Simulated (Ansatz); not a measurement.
# GeH₄: a rigid scan of the bond length Ge1–H5

The task here is to estimate one member of a computed series from the others.

The runs use Ansatz 0.2.0, Gaussian basis; single points in def2-TZVPP.

Levels: PBE-D4, r2SCAN-D4, PBE0-D4, B3LYP-D4, wB97M-V, Hartree-Fock, MP2, CCSD, CCSD(T). The scan takes 1.350, 1.404, 1.482, 1.573, 1.674, 1.783, 1.899, 2.021, 2.148 Å.

Correlated methods freeze the cores. Filled d shells of the heavier atoms are correlated. B3LYP uses VWN-RPA correlation.

18 further runs of the same task are left out: 18 set aside as unsound or not needed.

## The system as given

5 atoms, charge 0, spin multiplicity 1.

Atoms are counted from 1 here; the program's logs count them from 0.

Bond lengths: Ge1–H2 1.483 Å, Ge1–H3 1.483 Å, Ge1–H4 1.483 Å, Ge1–H5 1.483 Å. Angles: H2–Ge1–H3 109.4°, H2–Ge1–H4 109.4°, H2–Ge1–H5 109.6°, H3–Ge1–H4 109.4°, H3–Ge1–H5 109.5°, H4–Ge1–H5 109.6°.

Coordinates:

```xyz
5
charge 0, multiplicity 1
Ge    0.00094    0.00110   -0.00050
H     1.10864   -0.73204    0.65786
H    -1.19637   -0.02948    0.87319
H    -0.31847   -0.64754   -1.29479
H     0.40527    1.40796   -0.23577
```

Set-up of the first run:

The input, relax/in.yaml:

```yaml
crystal:
  periodic: [false, false, false]
  atoms:
    - {symbol: Ge, position_ang: [0.000940, 0.001100, -0.000500]}
    - {symbol: H, position_ang: [1.108640, -0.732040, 0.657860]}
    - {symbol: H, position_ang: [-1.196370, -0.029480, 0.873190]}
    - {symbol: H, position_ang: [-0.318470, -0.647540, -1.294790]}
    - {symbol: H, position_ang: [0.405270, 1.407960, -0.235770]}
basis:
  gaussian: {orbitals: def2-TZVP}
hamiltonian: {xc: pbe0, dispersion: d4}
relax: {f_tol: 0.005, max_steps: 200}
```

The command line of these runs was not kept.

Among the steps run: Finding the minimum; The minimum at every level; Ge1–H5 = 1.350 Å; Ge1–H5 = 1.404 Å; Ge1–H5 = 1.482 Å; Ge1–H5 = 1.573 Å; Ge1–H5 = 1.674 Å; Ge1–H5 = 1.783 Å; Ge1–H5 = 1.899 Å; Ge1–H5 = 2.021 Å; Ge1–H5 = 2.148 Å.

One of the session's tables, all rows but one given; the rest of the session is left out.

Energies less that of the minimum at the same level (kJ/mol):

| bond length (Å) | PBE-D4 | PBE0-D4 | B3LYP-D4 | wB97M-V | Hartree-Fock |
| --- | --- | --- | --- | --- | --- |
| 1.350 | 38.7 | 36.7 | 36.6 | 34.7 | 39.1 |
| 1.404 | 18.4 | 16.8 | 16.8 | 15.4 | 18.0 |
| 1.482 | 3.1 | 2.4 | 2.4 | 1.8 | 2.6 |
| 1.534 (minimum) | 0.0 | 0.0 | 0.0 | 0.0 | 0.0 |
| 1.573 | 0.6 | 1.2 | 1.1 | 1.6 | 1.2 |
| 1.674 | 11.0 | 13.3 | 12.9 | 14.8 | 14.2 |
| 1.783 | ? | ? | ? | ? | ? |
| 1.899 | 60.4 | 67.5 | 65.1 | 71.8 | 73.2 |
| 2.021 | 94.0 | 104.0 | 100.2 | 109.8 | 113.5 |
| 2.148 | 130.5 | 143.7 | 138.5 | 150.7 | 157.3 |

Estimate the missing values for bond length (Å) = 1.783.

Worked estimate for «PBE-D4». A straight line through the neighbours (1.674, 11.0) and (1.899, 60.4) gives 11.0 + (60.4 − 11.0) × (1.783 − 1.674) / (1.899 − 1.674) = 34.9; a parabola fitted to 4 rows on both sides gives 32.0.

As computed: PBE-D4: 32.1; PBE0-D4: 36.5; B3LYP-D4: 35.5; wB97M-V: 39.1; Hartree-Fock: 39.1. In «PBE-D4» the line misses by +2.8 and the parabola by -0.1.

Limits of these values: A polynomial through the near points puts the CCSD(T) minimum 0.006 Å below the PBE0-D4 value.
